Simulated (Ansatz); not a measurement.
**CH7N3OW: basis-set convergence**

An exercise on one series of results from a longer session: the logs are not shown, and one member is left open.

The runs use Ansatz 0.2.0, Gaussian basis; one geometry, several basis sets.

Plan: PBE0-D4/def2-SVP; ωB97M-V/def2-SVP; PBE0-D4/def2-QZVPP; ωB97M-V/def2-QZVPP; the functionals' def2-TZVPP values are taken from earlier runs.

## The relaxed structure

The geometry comes from an earlier relaxation with PBE0-D4 in a triple-zeta def2 set; it is a stationary point, not always the lowest conformer. W takes the def2 core potential; no spin-orbit term is included.

SMILES `C[N]=[W]([NH2])([NH2])=[O]`, 13 atoms, charge 0, spin multiplicity 1.

Atoms are counted from 1 here; the program's logs count them from 0.

Bond lengths: C1–N2 1.419 Å, C1–H7 1.096 Å, C1–H8 1.096 Å, C1–H9 1.096 Å, N2–W3 1.755 Å, W3–N4 1.957 Å, W3–N5 1.957 Å, W3–O6 1.718 Å, N4–H10 1.007 Å, N4–H11 1.008 Å, N5–H12 1.008 Å, N5–H13 1.007 Å. Angles: N2–C1–H7 110.2°, N2–C1–H8 110.2°, N2–C1–H9 112.3°, H7–C1–H8 107.3°, H7–C1–H9 108.3°, H8–C1–H9 108.3°, C1–N2–W3 154.8°, N2–W3–N4 105.9°, N2–W3–N5 105.9°, N2–W3–O6 114.2°, N4–W3–N5 112.9°, N4–W3–O6 109.0°, N5–W3–O6 109.0°, W3–N4–H10 125.0°, W3–N4–H11 123.0°, H10–N4–H11 111.4°, W3–N5–H12 123.0°, W3–N5–H13 125.0° and more.

Set-up of the first run:

Contents of in.yaml:

```yaml
crystal:
  periodic: [false, false, false]
  atoms:
    - {symbol: C, position_ang: [-0.645627, -1.636039, 1.571473]}
    - {symbol: N, position_ang: [-0.116064, -0.719289, 0.625927]}
    - {symbol: W, position_ang: [-0.181542, 0.656841, -0.461872]}
    - {symbol: N, position_ang: [0.232272, -0.046302, -2.240693]}
    - {symbol: N, position_ang: [1.164805, 1.919180, 0.189094]}
    - {symbol: O, position_ang: [-1.707399, 1.443687, -0.512733]}
    - {symbol: H, position_ang: [-0.571395, -2.660088, 1.189230]}
    - {symbol: H, position_ang: [-0.071828, -1.592926, 2.503774]}
    - {symbol: H, position_ang: [-1.696300, -1.431671, 1.804986]}
    - {symbol: H, position_ang: [0.633605, -0.950642, -2.425645]}
    - {symbol: H, position_ang: [-0.058646, 0.409006, -3.092090]}
    - {symbol: H, position_ang: [1.127980, 2.908401, -0.003060]}
    - {symbol: H, position_ang: [1.890139, 1.699822, 0.851608]}
basis:
  gaussian: {orbitals: def2-SVP}
hamiltonian: {xc: pbe0, dispersion: d4}
output: {orbitals: {seedname: orbitals}}
```

Launch:

```bash
> ansatz run in.yaml --threads 4 --pin off --events-out ev --progress --plain --max-ram 11315MiB
```

Among the steps run: PBE0-D4 in def2-SVP; ωB97M-V in def2-SVP; PBE0-D4 in def2-QZVPP; ωB97M-V in def2-QZVPP.

One of the session's tables, all rows but one given; the rest of the session is left out.

It belongs to the step «Functionals by basis». 

```
functional       basis  HOMO (eV)  LUMO (eV)
   PBE0-D4    def2-SVP      -6.97      -0.41
   PBE0-D4  def2-TZVPP      -7.08      -0.46
   PBE0-D4  def2-QZVPP          ?          ?
   ωB97M-V    def2-SVP      -9.20       1.67
   ωB97M-V  def2-TZVPP      -9.32       1.39
   ωB97M-V  def2-QZVPP      -9.37       0.83
```

Q: Estimate the row for PBE0-D4, def2-QZVPP from the others.

As computed: HOMO (eV): -7.13; LUMO (eV): -0.52. In the column «HOMO (eV)» it lies between ωB97M-V, def2-SVP (-9.20) and PBE0-D4, def2-TZVPP (-7.08).
